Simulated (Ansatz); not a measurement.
# V3Sb2: the cost of one run

Method: DFT PBEsol, scalar-relativistic, plane waves, PAW, in Ansatz 0.2.0.

1 further run of the same task is left out (it didn't finish).

## Step 1: The system as given

It takes space group R-3m (No. 166, trigonal). The conventional cell has a = 5.505 Å, b = 5.505 Å, c = 20.327 Å, α = 90.00°, β = 90.00°, γ = 120.00°. V (site symmetry m) has 6 V at 2.62 to 2.89 Å and 5 Sb at 2.75 to 2.83 Å in its first shell of neighbours. Sb (site symmetry 3m) is surrounded by 9 V at 2.75 to 2.83 Å. Around Sb (site symmetry 3m) lie 6 V at 2.75 to 2.77 Å.

Structure file:

```xyz
10
Lattice="-2.7525 4.7675 0.0000 -5.5051 0.0000 0.0000 -2.7525 1.5892 6.7758" Properties=species:S:1:pos:R:3 pbc="T T T"
V    -4.1967    2.4229    2.2574
V    -5.5051    4.6892    2.2574
V    -6.8135    2.4229    2.2574
V    -4.1967    3.9338    4.5184
V    -6.8135    3.9338    4.5184
V    -5.5051    1.6675    4.5184
Sb   -8.2576    4.7675    2.2308
Sb   -2.7525    1.5892    4.5449
Sb   -8.2576    4.7675    6.7307
Sb   -2.7525    1.5892    0.0451
```

The structure comes from the Materials Project (structure only).

## Step 2: Self-consistent density

Contents of input.yaml:

```yaml
crystal:
  lattice:
    - [-2.7525426209, 4.7675436695, 0.0]
    - [-5.5050852418, 0.0, 0.0]
    - [-2.7525426209, 1.5891812232, 6.7757537157]
  atoms:
    - { symbol: V, position: [0.39716339, 0.39716339, 0.33315622], spin: 2.0 }
    - { symbol: V, position: [0.872517, 0.39716339, 0.33315622], spin: 2.0 }
    - { symbol: V, position: [0.39716339, 0.872517, 0.33315622], spin: 2.0 }
    - { symbol: V, position: [0.60283661, 0.127483, 0.66684378], spin: 2.0 }
    - { symbol: V, position: [0.60283661, 0.60283661, 0.66684378], spin: 2.0 }
    - { symbol: V, position: [0.127483, 0.60283661, 0.66684378], spin: 2.0 }
    - { symbol: Sb, position: [0.89025444, 0.89025444, 0.32923668] }
    - { symbol: Sb, position: [0.10974556, 0.10974556, 0.67076332] }
    - { symbol: Sb, position: [0.66888393, 0.66888393, 0.99334821] }
    - { symbol: Sb, position: [0.33111607, 0.33111607, 0.00665179] }
magnetization:
  spin_polarized: true
basis:
  ecutwfc: 500
  fft_grid_basis: typed
kpoints:
  mp_grid: { grid: [9, 9, 8] }
hamiltonian:
  xc: pbesol
  pseudopotentials: { kind: paw }
scf:
  occupations: { method: gaussian, width: 0.05 }
output:
  forces: true
  stress: true
  eigenvalues: true
  bader: true
  write_density: true
  volumetric_format: npy
  populations: true
  elf: true
```

Started as:

```
> ansatz run input.yaml --threads 2 --pin off --max-ram 4096MiB --backend cpu --events-out ev --progress --plain --runs-dir out
```

What time and memory should one allow on 2 threads of Arm Neoverse N1, shared host?

About 14 min, with a peak of 3.3 GiB.
